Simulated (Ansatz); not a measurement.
# doublet [C2HClF4]+ at 6 levels

We compute a comparison of 6 runs (UHF/STO-3G, U-wB97X/6-31G*, UBLYP/6-31G*, UCAM-B3LYP/6-31G*, USVWN5/6-31G*, UCCSD/6-31G*) of doublet [C2HClF4]+. 

The calculation is run with Ansatz 0.2.0.

53 further runs of the same task are left out: 53 set aside as unsound or not needed. Runs told in other sessions of the task aren't counted.

### 1 The molecule

[C2HClF4]+ has 8 atoms, charge +1, and is taken as a doublet. SMILES of the parent species: `FC(Cl)C(F)(F)F`. The shape is that of a PBE0-D4/def2-TZVP optimisation. That shape belongs to the parent species and isn't relaxed for this state.

Bond lengths: F1–C2 1.349 Å, C2–Cl3 1.755 Å, C2–C4 1.533 Å, C4–F5 1.330 Å, C4–F6 1.325 Å, C4–F7 1.333 Å, C2–H8 1.091 Å. Some angles: F1–C2–Cl3 110.5°, F1–C2–C4 108.4°, Cl3–C2–C4 110.8°, C2–C4–F5 110.2°, C2–C4–F6 112.1°, C2–C4–F7 108.9°, F5–C4–F6 109.0°, F5–C4–F7 108.2°, F6–C4–F7 108.4°, F1–C2–H8 109.6°.

### 2 A single-point energy at UHF/STO-3G (run 1)

input.yaml

```yaml
crystal:
  periodic: [false, false, false]
  atoms:
    - symbol: F
      position_ang: [-1.009760, -0.997300, 1.034070]
    - symbol: C
      position_ang: [-0.026700, -0.752310, 0.143750]
    - symbol: Cl
      position_ang: [1.532940, -1.198140, 0.813200]
    - symbol: C
      position_ang: [-0.058240, 0.737850, -0.214790]
    - symbol: F
      position_ang: [0.860470, 1.007860, -1.137810]
    - symbol: F
      position_ang: [0.152480, 1.509050, 0.841250]
    - symbol: F
      position_ang: [-1.256040, 1.034230, -0.720280]
    - symbol: H
      position_ang: [-0.195140, -1.341240, -0.759390]
basis:
  gaussian: {orbitals: STO-3G}
total_charge: 1
magnetization: {spin_polarized: true, initial_magnetization: 1}
hamiltonian: {xc: hf}
accuracy: high
output: {orbitals: {seedname: orbitals}}
```

On the command line:

```
$ ansatz run input.yaml --threads 1 --pin off --max-ram 3480MiB --events-out events.jsonl --progress --plain --runs-dir runs
```

Log:

```text
Warning: RAYON_NUM_THREADS=1 ignored (pool sized by the plan → 1); use --threads N
Functional definition: HF
  name "HF"
  exchange = exact_x
  correlation = 0
879 factors; integrals over basis functions are off by at most 4.2e-8 eV
mean field evaluation 1: about -25070.3098 eV, gradient 4.0e1 eV
mean field evaluation 2: about -25070.6179 eV, gradient 4.1e1 eV
mean field evaluation 4: about -25081.5117 eV, gradient 2.3e0 eV
mean field evaluation 8: about -25081.6632 eV, gradient 3.3e-1 eV
mean field evaluation 16: about -25081.8258 eV, gradient 1.1e0 eV
mean field evaluation 32: about -25081.5818 eV, gradient 1.9e-1 eV
mean field evaluation 64: about -25081.3867 eV, gradient 2.9e0 eV
mean field evaluation 96: about -25080.9754 eV, gradient 6.7e-1 eV
mean field evaluation 128: about -25071.6305 eV, gradient 3.2e1 eV
mean field evaluation 160: about -25081.6633 eV, gradient 3.3e-1 eV
mean field -25081.85572421 eV, -921.7411967724 hartree, gradient 1.8e-8 eV, S^2 0.753245; 3 other end points of the search recorded, 0 dependent functions left out
reference -25081.85572421 eV, -921.7411967724 hartree; 33, 32 occupied and 7, 8 virtual orbitals, 879 factors
Total energy: -25081.85572421 eV, -921.7411967724 hartree
```

Wall time 3.9 s (1 thread of Intel Xeon Platinum 8488C (Sapphire Rapids), shared host); peak memory 0.16 GiB.

### 3 The energy at U-wB97X/6-31G(d) (spherical functions) (run 2)

molecule.yaml

```yaml
crystal:
  periodic: [false, false, false]
  atoms:
    - symbol: F
      position_ang: [-1.009760, -0.997300, 1.034070]
    - symbol: C
      position_ang: [-0.026700, -0.752310, 0.143750]
    - symbol: Cl
      position_ang: [1.532940, -1.198140, 0.813200]
    - symbol: C
      position_ang: [-0.058240, 0.737850, -0.214790]
    - symbol: F
      position_ang: [0.860470, 1.007860, -1.137810]
    - symbol: F
      position_ang: [0.152480, 1.509050, 0.841250]
    - symbol: F
      position_ang: [-1.256040, 1.034230, -0.720280]
    - symbol: H
      position_ang: [-0.195140, -1.341240, -0.759390]
basis:
  gaussian:
    orbitals: 6-31G_st_-spherical.json
total_charge: 1
magnetization:
  spin_polarized: true
  initial_magnetization: 1
hamiltonian:
  xc: {name: wB97X}
accuracy: high
output: {orbitals: {seedname: orbitals}}
```

The basis set 6-31G* is read from a file made from the Basis Set Exchange's data (not shown).

On the command line:

```
$ ansatz run molecule.yaml --threads 1 --pin off --max-ram 3480MiB --events-out events.jsonl --progress --plain --runs-dir runs
```

Log (excerpt; [...] marks lines left out):

```text
Warning: RAYON_NUM_THREADS=1 ignored (pool sized by the plan → 1); use --threads N
Functional definition: wB97X
  name "wB97X"
[...]
      + exact_x_lr(omega)
[...]
      + integral(e_c_pw_opposite_spin*poly(b97_u_opposite, 1, cos1, cos2, cos3, cos4))
2392 factors; integrals over basis functions are off by at most 4.2e-9 eV
361 factors; integrals over basis functions are off by at most 1.8e-9 eV
[...]
mean field -25464.46172663 eV, -935.8017080216 hartree, gradient 7.9e-8 eV, S^2 0.753578; 4 other end points of the search recorded, 0 dependent functions left out
reference -25464.46172503 eV, -935.8017079627 hartree; 33, 32 occupied and 71, 72 virtual orbitals, 2392 factors
Total energy: -25464.46172503 eV, -935.8017079627 hartree
```

It took 2 min on 1 thread of Intel Xeon Platinum 8488C (Sapphire Rapids), shared host; peak memory 1.1 GiB.

Runs 3 to 4 aren't shown in full; the table further down has their settings and results.

### 4 A single-point energy at USVWN5/6-31G(d) (spherical functions) (run 5)

input.yaml

```yaml
crystal:
  periodic: [false, false, false]
  atoms:
    - {symbol: F, position_ang: [-1.009760, -0.997300, 1.034070]}
    - {symbol: C, position_ang: [-0.026700, -0.752310, 0.143750]}
    - {symbol: Cl, position_ang: [1.532940, -1.198140, 0.813200]}
    - {symbol: C, position_ang: [-0.058240, 0.737850, -0.214790]}
    - {symbol: F, position_ang: [0.860470, 1.007860, -1.137810]}
    - {symbol: F, position_ang: [0.152480, 1.509050, 0.841250]}
    - {symbol: F, position_ang: [-1.256040, 1.034230, -0.720280]}
    - {symbol: H, position_ang: [-0.195140, -1.341240, -0.759390]}
basis:
  gaussian:
    orbitals: 6-31G_st_-spherical.json
total_charge: 1
magnetization:
  spin_polarized: true
  initial_magnetization: 1
hamiltonian:
  xc: {name: SVWN5}
accuracy: high
output: {orbitals: {seedname: orbitals}}
```

The basis set 6-31G* is read from a file made from the Basis Set Exchange's data (not shown).

On the command line:

```
$ ansatz run input.yaml --threads 1 --pin off --max-ram 3480MiB --events-out events.jsonl --progress --plain --runs-dir runs
```

Log:

```text
Warning: RAYON_NUM_THREADS=1 ignored (pool sized by the plan → 1); use --threads N
Functional definition: SVWN5
  name "SVWN5"
  exchange = slater_x
  correlation = vwn5_c
2392 factors; integrals over basis functions are off by at most 4.2e-9 eV
mean field evaluation 1: about -25330.5818 eV, gradient 5.0e1 eV
mean field evaluation 2: about -25293.0920 eV, gradient 1.1e2 eV
mean field evaluation 4: about -25339.1296 eV, gradient 1.3e1 eV
mean field evaluation 8: about -25340.2899 eV, gradient 9.7e-1 eV
mean field evaluation 16: about -25340.2730 eV, gradient 1.7e-3 eV
mean field evaluation 32: about -25337.5310 eV, gradient 1.4e1 eV
mean field evaluation 64: about -25339.5533 eV, gradient 2.7e0 eV
mean field -25340.27304884 eV, -931.2378582909 hartree, gradient 5.4e-8 eV, S^2 0.750446; 8 other end points of the search recorded, 0 dependent functions left out
reference -25340.27305063 eV, -931.2378583568 hartree; 33, 32 occupied and 71, 72 virtual orbitals, 2392 factors
Total energy: -25340.27305063 eV, -931.2378583568 hartree
```

Wall time 8.4 s (1 thread of Intel Xeon Platinum 8488C (Sapphire Rapids), shared host); peak memory 0.38 GiB.

### 5 The energy at UCCSD/6-31G(d) (spherical functions) (run 6)

Changes to input.yaml since step 4:

```diff
@@ -1 +1,3 @@
+basis:
+  gaussian: {orbitals: 6-31G_st_-spherical.json}
 crystal:
@@ -11,12 +13,6 @@
     - {symbol: H, position_ang: [-0.195140, -1.341240, -0.759390]}
-basis:
-  gaussian:
-    orbitals: 6-31G_st_-spherical.json
+magnetization: {spin_polarized: true, initial_magnetization: 1}
 total_charge: 1
-magnetization:
-  spin_polarized: true
-  initial_magnetization: 1
-hamiltonian:
-  xc: {name: SVWN5}
+correlation: {method: ccsd, frozen_orbitals: {C: 1, Cl: 5, F: 1, H: 0}}
 accuracy: high
-output: {orbitals: {seedname: orbitals}}
+scf: {omitted_lower_state_checks: [cluster_reference, increment]}
```

The basis set 6-31G* is read from a file made from the Basis Set Exchange's data (not shown).

On the command line:

```
$ ansatz run input.yaml --threads 1 --pin off --max-ram 3480MiB --events-out events.jsonl --progress --plain --runs-dir runs
```

Log:

```text
Warning: RAYON_NUM_THREADS=1 ignored (pool sized by the plan → 1); use --threads N
[... 13 lines left out ...]
11 core orbitals not correlated: weight in the atoms' cores, before any rotation towards them, 1.000 or more for the frozen orbitals, at most 0.000 for the correlated occupied ones
[... 51 lines left out ...]
Total energy: -25420.58072418 eV, -934.1891109252 hartree
Checks for a lower state left out: cluster_reference, increment
```

Wall time 3.9 min (1 thread of Intel Xeon Platinum 8488C (Sapphire Rapids), shared host); peak memory 2 GiB.

### 6 Overview of the runs

| run | level | frozen core orbitals | energy (Eh) | HOMO energy (eV) | LUMO energy (eV) | ⟨S²⟩ | wall time |
| --- | --- | --- | --- | --- | --- | --- | --- |
| 1 | UHF/STO-3G | – | -921.741197 | -17.90 | -9.47 | 0.753 | 3.9 s |
| 2 | U-wB97X/6-31G* (spherical functions) | – | -935.801708 | -19.31 | -12.41 | 0.754 | 2 min |
| 3 | UBLYP/6-31G* (spherical functions) | – | -935.861567 | -15.01 | -14.51 | 0.751 | 15 s |
| 4 | UCAM-B3LYP/6-31G* (spherical functions) | – | -935.788122 | -18.37 | -13.36 | 0.753 | 35 s |
| 5 | USVWN5/6-31G* (spherical functions) | – | -931.237858 | -15.30 | -14.87 | 0.750 | 8.4 s |
| 6 | UCCSD/6-31G* (spherical functions) | 11 | -934.189111 | – | – | 0.758 | 3.9 min |

### 7 What came out

```
                                           quantity          value
                                run 6: total energy  -934.18911 Eh
run 6: correlation energy (11 core orbitals frozen)    -1066.6 mEh
           run 6: ⟨S²⟩ of the reference determinant          0.758
                               run 6: T1 diagnostic          0.026
```

What this shows: Totals of different functionals can't be ranked against each other. In run 1 the basis is minimal, so the values are rough. All runs together took 7 min, the longest 3.9 min.
